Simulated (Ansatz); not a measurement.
# KCaF3: the cost of one run

Program: Ansatz 0.2.0. Level of theory: DFT r2SCAN, scalar-relativistic, plane waves, PAW. These are calculated values, not measurements.

**1. The structure to begin with**

Symmetry: P6_3/mmc, No. 194, hexagonal system. The conventional cell has a = 6.182 Å, b = 6.182 Å, c = 5.282 Å, α = 90.00°, β = 90.00°, γ = 120.00°. Around K (site symmetry -6m2) lie 12 F at 3.10 to 3.32 Å. Around Ca (site symmetry -3m) lie 6 F at 2.05 Å. F (site symmetry mm2) has 2 Ca at 2.05 Å as nearest neighbours.

Coordinates:

```
K Ca F
1.0
     6.18222    0.00000    0.00000
    -3.09111    5.35396    0.00000
     0.00000    0.00000    5.28179
K Ca F
2 2 6
Direct
  0.33333 0.66667 0.75000
  0.66667 0.33333 0.25000
  0.00000 0.00000 0.50000
  0.00000 0.00000 0.00000
  0.14600 0.29200 0.25000
  0.85400 0.14600 0.75000
  0.85400 0.70800 0.75000
  0.14600 0.85400 0.25000
  0.70800 0.85400 0.25000
  0.29200 0.14600 0.75000
```

(A quick probe on a coarse mesh, which set the mesh and smearing, is not shown.)

**3. A loose first relaxation**

input.yaml

```yaml
crystal:
  lattice:
    - [6.182215796, 0.0, 0.0]
    - [-3.091107898, 5.353955931, 0.0]
    - [0.0, 0.0, 5.2817864971]
  atoms:
    - { symbol: K, position: [0.3333333333, 0.6666666667, 0.75] }
    - { symbol: K, position: [0.6666666667, 0.3333333333, 0.25] }
    - { symbol: Ca, position: [0.0, 0.0, 0.5] }
    - { symbol: Ca, position: [0.0, 0.0, 0.0] }
    - { symbol: F, position: [0.146, 0.2919999999, 0.25] }
    - { symbol: F, position: [0.854, 0.146, 0.75] }
    - { symbol: F, position: [0.854, 0.7080000001, 0.75] }
    - { symbol: F, position: [0.146, 0.854, 0.25] }
    - { symbol: F, position: [0.7080000001, 0.854, 0.25] }
    - { symbol: F, position: [0.2919999999, 0.146, 0.75] }
basis:
  ecutwfc: 500
kpoints:
  mp_grid: { grid: [3, 3, 4] }
hamiltonian:
  xc: r2scan
scf:
  occupations: { method: gaussian, width: 0.1 }
  lower_state_search: "off"
output:
  forces: true
  stress: true
  eigenvalues: true
relax:
  adjacent_minimum: "off"
  f_tol: 0.04
  max_steps: 70
  cell: { stress_tol: 0.4 }
```

The run is started by

```sh
$ ansatz run input.yaml --threads 1 --pin off --max-ram 2560MiB --backend cpu --events-out ev --progress --plain --runs-dir out
```

**Question.** How long does this run take on 1 thread of Arm Neoverse V1, shared host, and how much memory does it need?

About 92 s, with a peak of 0.79 GiB.
